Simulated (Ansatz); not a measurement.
# Ge(OH)2Cl2 (Cl₂GeH₂O₂): single points with varied inputs

Aim: run Ge(OH)2Cl2 (Cl₂GeH₂O₂) under a spread of inputs, and see what each costs and gives.

The runs use Ansatz 0.2.0, Gaussian basis; the settings change from run to run.

## (1) The relaxed structure

The geometry comes from an earlier relaxation with PBE0-D4/def2-SVP; it is a stationary point, not always the lowest conformer.

7 atoms, charge 0, spin multiplicity 1.

Atoms are counted from 1 here; the program's logs count them from 0.

Bond lengths: Ge1–O2 1.743 Å, Ge1–O4 1.743 Å, Ge1–Cl6 2.142 Å, Ge1–Cl7 2.142 Å, O2–H3 0.964 Å, O4–H5 0.964 Å. Angles: O2–Ge1–O4 105.5°, O2–Ge1–Cl6 112.3°, O2–Ge1–Cl7 109.9°, O4–Ge1–Cl6 109.9°, O4–Ge1–Cl7 112.3°, Cl6–Ge1–Cl7 107.1°, Ge1–O2–H3 112.9°, Ge1–O4–H5 112.9°.

## (2) LC-wPBE/def2-mTZVPP

This run has the search for lower states set to off.

Contents of in.yaml:

```yaml
crystal:
  periodic: [false, false, false]
  atoms:
    - {symbol: Ge, position_ang: [-0.098758, 0.002062, -0.069158]}
    - {symbol: O, position_ang: [-0.027998, 0.058655, 1.671824]}
    - {symbol: H, position_ang: [-0.835407, -0.262501, 2.090305]}
    - {symbol: O, position_ang: [1.559470, -0.089726, -0.599333]}
    - {symbol: H, position_ang: [1.685571, 0.244968, -1.495018]}
    - {symbol: Cl, position_ang: [-1.034501, 1.738948, -0.902164]}
    - {symbol: Cl, position_ang: [-1.248377, -1.692395, -0.696456]}
basis:
  gaussian: {orbitals: def2-mTZVPP}
hamiltonian: {xc: {name: LC-wPBE}}
scf: {lower_state_search: off}
```

Started as:

```sh
> ansatz run in.yaml --threads 4 --pin off --events-out ev --progress --plain --max-ram 3916MiB
```

Standard output:

```text
Functional definition: LC-wPBE
  name "LC-wPBE"
  cite "Vydrov & Scuseria, J. Chem. Phys. 125, 234109 (2006) doi:10.1063/1.2409292"
  cite "Heyd & Scuseria, J. Chem. Phys. 120, 7274 (2004) doi:10.1063/1.1668634"
  cite "Ernzerhof & Perdew, J. Chem. Phys. 109, 3313 (1998) doi:10.1063/1.476928"
  cite "Perdew, Burke & Ernzerhof, Phys. Rev. Lett. 77, 3865 (1996) doi:10.1103/PhysRevLett.77.3865"
  parent pbe
  parameter omega = 0.4/bohr
  exchange = pbe_x_sr(omega) + exact_x_lr(omega)
  correlation = pbe_c
these checks for a lower state are left out or cut short: stability, starts, cluster_reference, orbital_swaps, neighbouring_geometries, increment
1285 factors; their error is unknown
473 factors; integrals over basis functions are off by at most 1.0e-5 eV
mean field evaluation 1: about -85672.5135 eV, gradient 6.9e1 eV
mean field evaluation 2: about -85669.6899 eV, gradient 8.4e1 eV
mean field evaluation 4: about -85679.6805 eV, gradient 1.5e0 eV
mean field evaluation 8: about -85679.6961 eV, gradient 3.5e-2 eV
mean field evaluation 16: about -85679.6796 eV, gradient 2.2e-5 eV
mean field -85679.67959363 eV, -3148.6701492932 hartree, gradient 2.0e-6 eV, S^2 0.000000; 0 other end points of the search recorded, 0 dependent functions left out
reference -85679.67959364 eV, -3148.6701492934 hartree; 42, 42 occupied and 106, 106 virtual orbitals, 1285 factors
Total energy: -85679.67959364 eV, -3148.6701492934 hartree
Checks for a lower state left out: stability, starts, cluster_reference, orbital_swaps, neighbouring_geometries, increment
```

Wall time 1.2 s (4 threads of Arm Neoverse V1, shared host).

## (3) PBE-QIDH/6-31G

Set apart from the defaults: charge +1, multiplicity 2, a point charge of -1.00 e beside it, the search for lower states set to full.

in.yaml: that of step 2 with these lines changed.

```diff
@@ -11,4 +11,7 @@
 basis:
-  gaussian: {orbitals: def2-mTZVPP}
-hamiltonian: {xc: {name: LC-wPBE}}
-scf: {lower_state_search: off}
+  gaussian: {orbitals: 6-31G, point_charges: [{charge: -1.00, position_ang: [5.936, 0.927, 0.140]}]}
+total_charge: 1
+magnetization: {spin_polarized: true, initial_magnetization: 1}
+hamiltonian: {xc: {name: PBE-QIDH}}
+scf: {lower_state_search: full}
+output: {forces: true}
```

The command is unchanged.

Standard output (excerpt; [...] marks lines left out):

```text
Functional definition: PBE-QIDH
  name "PBE-QIDH"
  cite "Brémond, Sancho-García, Pérez-Jiménez & Adamo, J. Chem. Phys. 141, 031101 (2014) doi:10.1063/1.4890314"
  cite "Perdew, Burke & Ernzerhof, Phys. Rev. Lett. 77, 3865 (1996) doi:10.1103/PhysRevLett.77.3865"
[...]
754 factors; integrals over basis functions are off by at most 2.9e-4 eV
[...]
mean field -85626.10523670 eV, -3146.7013279899 hartree, gradient 3.1e-6 eV, S^2 0.756242; 13 other end points of the search recorded, 0 dependent functions left out
21 core orbitals not correlated: weight in the atoms' cores, before any rotation towards them, 1.000 or more for the frozen orbitals, at most 0.000 for the correlated occupied ones
reference -85626.10524827 eV, -3146.7013284152 hartree; 21, 20 occupied and 35, 36 virtual orbitals, 754 factors
second order -15.75682184 eV of doubles, -0.00000000 eV of singles
[...]
Total energy: -85631.35752222 eV, -3146.8943459226 hartree
Atom 0 at    -0.098758     0.002062    -0.069158 Å, force    -4.760374     0.623591     3.341680 eV/Å
Atom 1 at    -0.027998     0.058655     1.671824 Å, force     0.306816    -0.069106    -0.843105 eV/Å
Atom 2 at    -0.835407    -0.262501     2.090305 Å, force    -0.174980    -0.079199     0.937234 eV/Å
Atom 3 at     1.559470    -0.089726    -0.599333 Å, force     3.167712    -0.589003    -0.656022 eV/Å
Atom 4 at     1.685571     0.244968    -1.495018 Å, force     1.792929     0.459178    -1.542477 eV/Å
Atom 5 at    -1.034501     1.738948    -0.902164 Å, force     0.129479     0.649831    -0.500927 eV/Å
Atom 6 at    -1.248377    -1.692395    -0.696456 Å, force     0.010465    -0.932203    -0.594705 eV/Å
Dipole moment:     0.845366    -0.058300    -0.432737 e Å
```

Wall time 23 s (4 threads of Arm Neoverse V1, shared host).

Largest force 5.850 eV/Å, ⟨S²⟩ 0.756.

## (4) BHLYP/def2-TZVPP

Options: a grid of angular degree 23, the search for lower states set to off.

in.yaml: that of step 3 with these lines changed.

```diff
@@ -11,7 +11,5 @@
 basis:
-  gaussian: {orbitals: 6-31G, point_charges: [{charge: -1.00, position_ang: [5.936, 0.927, 0.140]}]}
-total_charge: 1
-magnetization: {spin_polarized: true, initial_magnetization: 1}
-hamiltonian: {xc: {name: PBE-QIDH}}
-scf: {lower_state_search: full}
+  gaussian: {orbitals: def2-TZVPP, final_grid: {core_spheres: 8, valence_spheres: 7, degree: 23}}
+hamiltonian: {xc: {name: BHLYP}}
+scf: {lower_state_search: off}
 output: {forces: true}
```

The command is unchanged.

Standard output (excerpt; [...] marks lines left out):

```text
Functional definition: BHLYP
  name "BHLYP"
  cite "Becke, J. Chem. Phys. 98, 1372 (1993) doi:10.1063/1.464304"
  cite "Becke, Phys. Rev. A 38, 3098 (1988) doi:10.1103/PhysRevA.38.3098"
  cite "Lee, Yang & Parr, Phys. Rev. B 37, 785 (1988) doi:10.1103/PhysRevB.37.785"
[...]
1620 factors; their error is unknown
[...]
mean field -85694.36602078 eV, -3149.2098655360 hartree, gradient 1.4e-6 eV, S^2 0.000000; 0 other end points of the search recorded, 0 dependent functions left out
[...]
reference -85694.36621170 eV, -3149.2098725525 hartree; 42, 42 occupied and 180, 180 virtual orbitals, 1620 factors
Total energy: -85694.36621170 eV, -3149.2098725525 hartree
Atom 0 at    -0.098758     0.002062    -0.069158 Å, force     0.168649    -0.003479     0.118281 eV/Å
Atom 1 at    -0.027998     0.058655     1.671824 Å, force    -0.704957    -0.279094    -0.106223 eV/Å
Atom 2 at    -0.835407    -0.262501     2.090305 Å, force     0.639098     0.255307    -0.243298 eV/Å
Atom 3 at     1.559470    -0.089726    -0.599333 Å, force    -0.333096     0.299945    -0.620705 eV/Å
Atom 4 at     1.685571     0.244968    -1.495018 Å, force    -0.017147    -0.267641     0.678762 eV/Å
Atom 5 at    -1.034501     1.738948    -0.902164 Å, force     0.112061    -0.164288     0.098570 eV/Å
Atom 6 at    -1.248377    -1.692395    -0.696456 Å, force     0.135393     0.159250     0.074614 eV/Å
Dipole moment:    -0.135848     0.002676    -0.095184 e Å
Checks for a lower state left out: stability, starts, cluster_reference, orbital_swaps, neighbouring_geometries, increment
```

Run time: 3.9 s. Hardware: 4 threads of Arm Neoverse V1, shared host; peak memory 0.72 GiB.

Largest force 0.766 eV/Å, dipole 0.80 D.

## (5) BLYP/6-31G*

Set apart from the defaults: charge +1, multiplicity 2, restricted open-shell orbitals, atoms shaken by 0.08 Å, D4 dispersion, high accuracy.

Contents of in.yaml:

```yaml
crystal:
  periodic: [false, false, false]
  atoms:
    - {symbol: Ge, position_ang: [-0.012914, 0.124619, 0.035560]}
    - {symbol: O, position_ang: [-0.053758, -0.007859, 1.685547]}
    - {symbol: H, position_ang: [-0.896204, -0.212009, 2.152566]}
    - {symbol: O, position_ang: [1.599187, -0.099951, -0.587318]}
    - {symbol: H, position_ang: [1.765294, 0.237795, -1.426337]}
    - {symbol: Cl, position_ang: [-0.910798, 1.750451, -1.049206]}
    - {symbol: Cl, position_ang: [-1.383404, -1.713986, -0.738200]}
basis:
  gaussian: {orbitals: "6-31G*"}
total_charge: 1
magnetization: {spin_polarized: false, initial_magnetization: 1}
hamiltonian: {xc: {name: BLYP}, dispersion: d4}
accuracy: high
scf: {omitted_lower_state_checks: [starts]}
output: {forces: true}
```

Same command.

Standard output (excerpt; [...] marks lines left out):

```text
Functional definition: BLYP
  name "BLYP"
  cite "Becke, Phys. Rev. A 38, 3098 (1988) doi:10.1103/PhysRevA.38.3098"
  cite "Lee, Yang & Parr, Phys. Rev. B 37, 785 (1988) doi:10.1103/PhysRevB.37.785"
[...]
2120 factors; integrals over basis functions are off by at most 6.4e-9 eV
[...]
mean field -85674.62018120 eV, -3148.4842193159 hartree, gradient 1.3e-8 eV, S^2 0.750000; 0 other end points of the search recorded, 0 dependent functions left out
[...]
reference -85674.62023660 eV, -3148.4842213516 hartree; 42, 41 occupied and 65, 66 virtual orbitals, 2120 factors
Total energy: -85675.02782129 eV, -3148.4991998128 hartree
Atom 0 at    -0.012914     0.124619     0.035560 Å, force    -0.819267    -0.666503    -3.032310 eV/Å
Atom 1 at    -0.053758    -0.007859     1.685547 Å, force     0.094518    -0.124443     3.224670 eV/Å
Atom 2 at    -0.896204    -0.212009     2.152566 Å, force    -0.011579     0.035491    -0.048671 eV/Å
Atom 3 at     1.599187    -0.099951    -0.587318 Å, force     0.119958    -1.664886     3.458924 eV/Å
Atom 4 at     1.765294     0.237795    -1.426337 Å, force     0.648093     1.384465    -3.514119 eV/Å
Atom 5 at    -0.910798     1.750451    -1.049206 Å, force    -0.459430     0.364930    -0.175942 eV/Å
Atom 6 at    -1.383404    -1.713986    -0.738200 Å, force     0.427706     0.670946     0.087449 eV/Å
Dipole moment:    -0.215352     0.037253    -0.063952 e Å
Checks for a lower state left out: starts
```

It took 9 s on 4 threads of Arm Neoverse V1, shared host.

Largest force 3.841 eV/Å.

## (6) All runs side by side

| level | charge | multiplicity | geometry | functions | energy (eV) | time |
| --- | --- | --- | --- | --- | --- | --- |
| LC-wPBE/def2-mTZVPP | 0 | 1 | relaxed | 148 | -85679.680 | 1.2 s |
| PBE-QIDH/6-31G | 1 | 2 | relaxed, point charge | 77 | -85631.358 | 23 s |
| BHLYP/def2-TZVPP | 0 | 1 | relaxed | 222 | -85694.366 | 3.9 s |
| BLYP/6-31G* | 1 | 2 | shaken | 107 | -85675.028 | 9 s |

## (7) Summary of results

| quantity | value |
| --- | --- |
| runs | 4 |
| quickest | LC-wPBE/def2-mTZVPP, 1.2 s |
| slowest | PBE-QIDH/6-31G, 23 s |
| spread of total energies, same state and geometry | 14.7 eV |

**Reading.** PBE-QIDH/6-31G took 19 times as long as LC-wPBE/def2-mTZVPP. The jobs differ in tasks and options as well as level. The totals spread over 15 eV; they can't be compared across methods or bases. At the PBE0-D4/def2-SVP geometry and in the same state, the sound runs without point charges leave forces up to 0.77 eV/Å (BHLYP/def2-TZVPP).
